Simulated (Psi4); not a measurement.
# BSiH3OF2 (SMILES FB(F)O[SiH3]): MP2/def2-SVP (Cholesky decomposition, density fitting for correlation, cholesky tolerance 0.001, sweep point 6)

Aim: the vertical electron affinity of BSiH3OF2 at MP2/def2-SVP (Cholesky decomposition, density fitting for correlation, cholesky tolerance 0.001, sweep point 6), from 2 runs. Input form: a Python script.

Program for the calculation: Psi4 1.11.

2 further runs of the same task are left out: 2 set aside as unsound or not needed. Runs told in other sessions of the task aren't counted.

## Step 1: The molecule

BSiH3OF2: 8 atoms, total charge 0, spin state singlet. As SMILES, `FB(F)O[SiH3]`. The coordinates come from a PBE0-D4/def2-TZVP relaxation.

Bond lengths: F1–B2 1.319 Å, B2–F3 1.328 Å, B2–O4 1.339 Å, O4–Si5 1.661 Å, Si5–H6 1.483 Å, Si5–H7 1.479 Å, Si5–H8 1.483 Å. Angles: F1–B2–F3 117.6°, F1–B2–O4 120.5°, F3–B2–O4 121.9°, B2–O4–Si5 133.7°, O4–Si5–H6 109.6°, O4–Si5–H7 106.3°, O4–Si5–H8 109.6°, H6–Si5–H7 110.5°, H6–Si5–H8 110.2°, H7–Si5–H8 110.5°.

## Step 2: The energy at MP2/def2-SVP (Cholesky decomposition, density fitting for correlation, cholesky tolerance 0.001, sweep point 6)

calc.py reads:

```python
import psi4

psi4.set_memory(1600000000)
psi4.set_num_threads(1)
psi4.set_output_file('psi4.out', False)

molecule = psi4.geometry("""
0 1
F      1.644600    -1.936200     1.091800
B      0.585700    -1.261700     0.687700
F     -0.607700    -1.793900     0.922400
O      0.726600    -0.084400     0.064800
Si    -0.345100     1.014900    -0.568200
H     -1.234600     1.517600     0.506100
H      0.469500     2.116500    -1.124900
H     -1.146900     0.370000    -1.635500
units angstrom
symmetry c1
""")

psi4.set_options({
    'basis': 'def2-SVP',
    'puream': True,
    'scf_type': 'cd',
    'num_frozen_docc': 9,
    'cholesky_tolerance': 0.001,
})

e, wfn = psi4.energy("mp2", return_wfn=True)
print(f'mp2 energy: {e:.10f} Eh')
```

On the command line:

```sh
$ python calc.py
```

psi4.out:

```text
[...]
  Running in c1 symmetry.
[...]
  Nuclear repulsion =  220.428958488731269
[...]
  Multiplicity = 1
[...]
  Nalpha       = 24
  Nbeta        = 24
[...]
    Number of basis functions: 89
[...]
   @RHF iter   1:  -588.89476684135263   -1.08616e+00   5.79014e-03 ADIIS/DIIS
[...]
   @RHF iter  11:  -589.00166030615753   -1.81899e-12   4.65946e-09 DIIS
[...]
    Orbital Energies [Eh]
    ---------------------
    Doubly Occupied:
       1A    -68.806877     2A    -26.310330     3A    -26.302987
       4A    -20.584355     5A     -7.758063     6A     -6.173378
       7A     -4.284896     8A     -4.283363     9A     -4.283273
      10A     -1.623343    11A     -1.589800    12A     -1.372028
      13A     -0.837546    14A     -0.802193    15A     -0.773526
      16A     -0.725818    17A     -0.707832    18A     -0.663861
      19A     -0.656131    20A     -0.641707    21A     -0.594252
      22A     -0.583326    23A     -0.489862    24A     -0.486228
[...]
  @RHF Final Energy:  -589.00166030615753
   => Energetics <=
    Nuclear Repulsion Energy =            220.4289584887312685
    One-Electron Energy =               -1256.1912813234312125
    Two-Electron Energy =                 446.7606625285424116
    Total Energy =                       -589.0016603061575324
[...]
 Multipole Moments:
 ------------------------------------------------------------------------------------
     Multipole            Electronic (a.u.)      Nuclear  (a.u.)        Total (a.u.)
 ------------------------------------------------------------------------------------
 L = 1.  Multiply by 2.5417464519 to convert [e a0] to [Debye]
 Dipole X            :          2.9716667           -3.3328259           -0.3611592
 Dipole Y            :         -7.8846735            8.4967204            0.6120470
 Dipole Z            :          4.3385872           -4.6809431           -0.3423559
 Magnitude           :                                                    0.7888251
[...]
```

Standard output:

```text
mp2 energy: -589.7248471695 Eh
```

Run time: 3.6 s. Hardware: 1 thread of AMD EPYC 7B13 (Zen 3), shared host; peak memory 0.22 GiB.

## Step 3: The doublet anion

job.py reads:

```python
import psi4

psi4.set_memory(1600000000)
psi4.set_num_threads(1)
psi4.core.set_output_file('run.log', False)

geom = psi4.geometry("""
-1 2
F      1.644600    -1.936200     1.091800
B      0.585700    -1.261700     0.687700
F     -0.607700    -1.793900     0.922400
O      0.726600    -0.084400     0.064800
Si    -0.345100     1.014900    -0.568200
H     -1.234600     1.517600     0.506100
H      0.469500     2.116500    -1.124900
H     -1.146900     0.370000    -1.635500
symmetry c1
""")

psi4.set_options({
    'basis': 'def2-SVP',
    'reference': 'uhf',
    'puream': True,
    'scf_type': 'cd',
    'num_frozen_docc': 9,
    'cholesky_tolerance': 0.001,
    'maxiter': 100,
})

result, w = psi4.energy('mp2', return_wfn=True)
print('E =', round(result, 9))
```

On the command line:

```sh
$ python job.py
```

run.log:

```text
[...]
  Running in c1 symmetry.
[...]
  Nuclear repulsion =  220.428958488731269
[...]
  Multiplicity = 2
[...]
  Nalpha       = 25
  Nbeta        = 24
[...]
    Number of basis functions: 89
[...]
   @UHF iter   1:  -588.73699715653720   -9.28392e-01   6.45211e-03 DIIS/ADIIS
[...]
   @UHF iter  18:  -588.87959378474864   -5.22959e-12   6.03086e-09 DIIS
[...]
   @S^2 Observed:                7.568547003E-01
[...]
    Orbital Energies [Eh]
    ---------------------
    Alpha Occupied:
       1A    -68.555802     2A    -26.147340     3A    -26.138926
       4A    -20.363721     5A     -7.572364     6A     -5.918373
       7A     -4.032422     8A     -4.029199     9A     -4.029118
      10A     -1.461980    11A     -1.427600    12A     -1.162004
      13A     -0.661761    14A     -0.618854    15A     -0.600171
      16A     -0.562508    17A     -0.523034    18A     -0.504314
      19A     -0.494145    20A     -0.430836    21A     -0.376772
      22A     -0.372870    23A     -0.253259    24A     -0.248006
      25A      0.104196
    Alpha Virtual:
[...]
  @UHF Final Energy:  -588.87959378474864
   => Energetics <=
    Nuclear Repulsion Energy =            220.4289584887312685
    One-Electron Energy =               -1265.8560282187818302
    Two-Electron Energy =                 456.5474759453019260
    Total Energy =                       -588.8795937847486357
  UHF NO Occupations:
  HONO-2 :   23  A 1.9994850
  HONO-1 :   24  A 1.9976833
  HONO-0 :   25  A 1.0000000
  LUNO+0 :   26  A 0.0023167
  LUNO+1 :   27  A 0.0005150
[...]
 Multipole Moments:
 ------------------------------------------------------------------------------------
     Multipole            Electronic (a.u.)      Nuclear  (a.u.)        Total (a.u.)
 ------------------------------------------------------------------------------------
 L = 1.  Multiply by 2.5417464519 to convert [e a0] to [Debye]
 Dipole X            :          4.1835835           -3.3328259            0.8507576
 Dipole Y            :        -10.5967861            8.4967204           -2.1000656
 Dipole Z            :          5.8395843           -4.6809431            1.1586412
 Magnitude           :                                                    2.5448995
[...]
```

Standard output:

```text
E = -589.619387455
```

Run time: 4.2 s. Hardware: 1 thread of AMD EPYC 7B13 (Zen 3), shared host; peak memory 0.22 GiB.

## Step 4: Summary of results

Level: MP2/def2-SVP (Cholesky decomposition, density fitting for correlation, cholesky tolerance 0.001, sweep point 6), 9 core orbitals frozen.

```
                                                                 quantity          value
                                           singlet BSiH3OF2: total energy  -589.72485 Eh
                    singlet BSiH3OF2: HOMO energy (Hartree–Fock orbitals)      -13.23 eV
                    singlet BSiH3OF2: LUMO energy (Hartree–Fock orbitals)        3.75 eV
                  singlet BSiH3OF2: HOMO–LUMO gap (Hartree–Fock orbitals)       16.98 eV
            singlet BSiH3OF2: correlation energy (9 core orbitals frozen)     -723.2 mEh
                                              doublet anion: total energy  -589.61939 Eh
doublet anion: HOMO energy (Hartree–Fock orbitals) (highest over α and β)        2.84 eV
 doublet anion: LUMO energy (Hartree–Fock orbitals) (lowest over α and β)        9.53 eV
               doublet anion: correlation energy (9 core orbitals frozen)     -739.8 mEh
                         doublet anion: ⟨S²⟩ of the reference determinant          0.757
                        vertical electron affinity (to the doublet anion)      -2.870 eV
```

In words: The anion lies 2.87 eV (66 kcal/mol) above the neutral: the electron isn't bound at this level, and such a value depends on the basis. Without diffuse functions anions come out too high. The HOMO (doublet anion) lies at positive energy, 2.84 eV: the electron is unbound at this level or held by a compact basis; values depend on the basis.
